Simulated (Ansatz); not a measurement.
**InHCl (SMILES [Cl][InH]) at UPBE0/def2-TZVPP (core potential)**

What is the vertical ionisation energy of InHCl at UPBE0/def2-TZVPP (core potential)? 

The results are computed with Ansatz 0.2.0.

38 further runs of the same task are left out: 38 set aside as unsound or not needed.

## Step 1: Starting point

InHCl has 3 atoms, charge 0, and is taken as a doublet. As SMILES, `[Cl][InH]`. The coordinates come from a PBE0-D4/def2-TZVP relaxation.

Bond lengths: Cl1–In2 2.365 Å, In2–H3 1.773 Å. Angles: Cl1–In2–H3 115.3°.

## Step 2: A single-point energy at UPBE0/def2-TZVPP (core potential)

Input file input.yaml:

```yaml
basis:
  gaussian: {orbitals: def2-TZVPP}
crystal:
  periodic: [false, false, false]
  atoms:
    - {symbol: Cl, position_ang: [-1.649800, 0.396800, -0.867400]}
    - {symbol: In, position_ang: [0.409500, 0.542400, 0.286100]}
    - {symbol: H, position_ang: [1.229400, -1.003900, 0.568100]}
magnetization: {spin_polarized: true, initial_magnetization: 1}
output: {orbitals: {seedname: orbitals}}
hamiltonian: {xc: {name: PBE0}}
accuracy: high
```

The run is started by

```bash
ansatz run input.yaml --threads 1 --pin off --max-ram 3480MiB --events-out events.jsonl --progress --plain --runs-dir runs
```

Standard output:

```text
Warning: RAYON_NUM_THREADS=1 ignored (pool sized by the plan → 1); use --threads N
Functional definition: PBE0
  name "PBE0"
  parameter a = 0.25
  parameter kappa = 0.804
  parameter beta = 0.06672455060314922
  exchange = (1 - a)*pbe_x(kappa = kappa, mu = beta*pi^2/3) + a*exact_x
  correlation = pbe_c(beta = beta)
1766 factors; integrals over basis functions are off by at most 3.3e-9 eV
mean field evaluation 1: about -17708.3164 eV, gradient 1.4e1 eV
mean field evaluation 2: about -17707.4951 eV, gradient 2.0e1 eV
mean field evaluation 4: about -17709.5215 eV, gradient 8.0e-1 eV
mean field evaluation 8: about -17709.5372 eV, gradient 3.4e-2 eV
mean field evaluation 16: about -17709.5372 eV, gradient 7.3e-5 eV
mean field -17709.53717728 eV, -650.8134873095 hartree, gradient 4.7e-8 eV, S^2 0.756752; 0 other end points of the search recorded, 0 dependent functions left out
reference -17709.53718043 eV, -650.8134874253 hartree; 20, 19 occupied and 86, 87 virtual orbitals, 1766 factors
Total energy: -17709.53718043 eV, -650.8134874253 hartree
```

It took 11 s on 1 thread of Arm Neoverse V2, shared host; peak memory 0.41 GiB.

## Step 3: The singlet cation at the same level

Input file job.yaml:

```yaml
crystal:
  periodic: [false, false, false]
  atoms:
    - symbol: Cl
      position_ang: [-1.649800, 0.396800, -0.867400]
    - symbol: In
      position_ang: [0.409500, 0.542400, 0.286100]
    - symbol: H
      position_ang: [1.229400, -1.003900, 0.568100]
basis:
  gaussian:
    orbitals: def2-TZVPP
total_charge: 1
hamiltonian:
  xc: {name: PBE0}
accuracy: high
output: {orbitals: {seedname: orbitals}}
```

The run is started by

```bash
ansatz run job.yaml --threads 1 --pin off --max-ram 3480MiB --events-out events.jsonl --progress --plain --runs-dir runs
```

Standard output, cut to the lines that bear on the results:

```text
Warning: RAYON_NUM_THREADS=1 ignored (pool sized by the plan → 1); use --threads N
[... 7 set-up lines as earlier in the session ...]
1766 factors; integrals over basis functions are off by at most 3.3e-9 eV
mean field evaluation 1: about -17694.4971 eV, gradient 4.9e1 eV
mean field evaluation 2: about -17608.6646 eV, gradient 1.5e2 eV
mean field evaluation 4: about -17700.8874 eV, gradient 7.0e0 eV
mean field evaluation 8: about -17701.0623 eV, gradient 6.6e-1 eV
mean field evaluation 16: about -17701.0638 eV, gradient 4.3e-4 eV
mean field -17701.06375773 eV, -650.5020948846 hartree, gradient 1.4e-8 eV, S^2 0.000000; 0 other end points of the search recorded, 0 dependent functions left out
reference -17701.06376012 eV, -650.5020949726 hartree; 19, 19 occupied and 87, 87 virtual orbitals, 1766 factors
Total energy: -17701.06376012 eV, -650.5020949726 hartree
```

Wall time 7.2 s (1 thread of Arm Neoverse V2, shared host); peak memory 0.3 GiB.

## Step 4: Outcome

Level: UPBE0/def2-TZVPP (core potential).

| quantity | value |
| --- | --- |
| doublet InHCl: total energy | -650.81349 Eh |
| doublet InHCl: HOMO energy (highest over α and β) | -6.32 eV |
| doublet InHCl: LUMO energy (lowest over α and β) | -3.43 eV |
| doublet InHCl: ⟨S²⟩ | 0.757 |
| singlet cation: total energy | -650.50209 Eh |
| singlet cation: HOMO energy | -14.47 eV |
| singlet cation: LUMO energy | -10.58 eV |
| singlet cation: HOMO–LUMO gap | 3.88 eV |
| vertical ionisation energy (to the singlet cation) | 8.473 eV |

Removing an electron at fixed nuclei costs 8.47 eV (818 kJ/mol). Only the singlet of the ionised species was computed; a triplet could lie lower.
